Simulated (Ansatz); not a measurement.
# SiAsH₄ (doublet): from Hartree-Fock to the top rungs, cc-pVTZ

One table from this session's results is given with a row withheld; the runs are named, their logs left out.

Method: cc-pVTZ, core rule «outside noble gas», up to 19 orbitals frozen; program: Ansatz 0.2.0, Gaussian basis.

Plan: UHF; CCSD(T) on ROHF; CCSD(T) on UHF; BCCD(T) on ROHF; CCSDT(Q) on ROHF; CCSDT(Q) on UHF.

5 further runs of the same task are left out: 5 set aside as unsound or not needed.

### What is computed

The geometry is a PBE0/def2-TZVP stationary point (not a proven minimum). No spin-orbit coupling is included. The filled d shell of As may be among the frozen orbitals whatever the setting's name suggests; the logs give the count.

6 atoms, charge 0, spin multiplicity 2.

Atoms are counted from 1 here; the program's logs count them from 0.

Bond lengths: Si1–As2 2.356 Å, Si1–H3 1.492 Å, Si1–H4 1.492 Å, As2–H5 1.521 Å, As2–H6 1.521 Å. Angles: As2–Si1–H3 109.0°, As2–Si1–H4 109.0°, H3–Si1–H4 108.3°, Si1–As2–H5 93.9°, Si1–As2–H6 93.9°, H5–As2–H6 93.1°.

Set-up of the first run:

The input, in.yaml:

```yaml
crystal:
  periodic: [false, false, false]
  atoms:
    - {symbol: Si, position_ang: [-0.124629, 0.000001, 1.681959]}
    - {symbol: As, position_ang: [0.057778, 0.000000, -0.667422]}
    - {symbol: H, position_ang: [0.561776, -1.209969, 2.222531]}
    - {symbol: H, position_ang: [0.561775, 1.209971, 2.222530]}
    - {symbol: H, position_ang: [-0.972792, -1.104005, -0.850585]}
    - {symbol: H, position_ang: [-0.972793, 1.104003, -0.850586]}
basis:
  gaussian: {orbitals: cc-pVTZ}
magnetization: {spin_polarized: true, initial_magnetization: 1}
hamiltonian: {xc: hf}
output: {orbitals: {seedname: orbitals}}
```

Started as:

```bash
ansatz run in.yaml --threads 1 --pin off --events-out ev --progress --plain --max-ram 4096MiB --backend cpu
```

Among the steps run: UHF; CCSD(T) on ROHF; CCSD(T) on UHF; BCCD(T) on ROHF; CCSDT(Q) on ROHF; CCSDT(Q) on UHF.

One table of the session follows, with a row left open; its other results are not shown here.

```
   method  from UCCSDT(Q) (kJ/mol)
     ROHF                   +812.7
      UHF                   +807.1
     RMP2                   +145.4
     UMP2                   +145.0
    RCCSD                    +34.9
    UCCSD                        ?
 RCCSD(T)                     +5.3
 UCCSD(T)                     +5.3
  BCCD(T)                     +5.1
   RCCSDT                     +1.5
   UCCSDT                     +1.4
RCCSDT(Q)                     +0.2
UCCSDT(Q)                        0
```

Q: Estimate the row for UCCSD from the others.

**Answer.** from UCCSDT(Q) (kJ/mol): +34.6. In the column «from UCCSDT(Q) (kJ/mol)» it lies between UCCSD(T) (+5.3) and RCCSD (+34.9).

With the free atoms at the same levels and basis (separate runs), the atomisation energy is 14.313 eV at UCCSDT(Q), 14.318 eV at RCCSD(T), 14.298 eV at UCCSD(T), 10.575 eV at ROHF.

To keep in mind: Restricted and unrestricted rows rest on different reference determinants; where their highest levels disagree by more than a few hundredths of an eV, they describe different states and don't form one ladder.
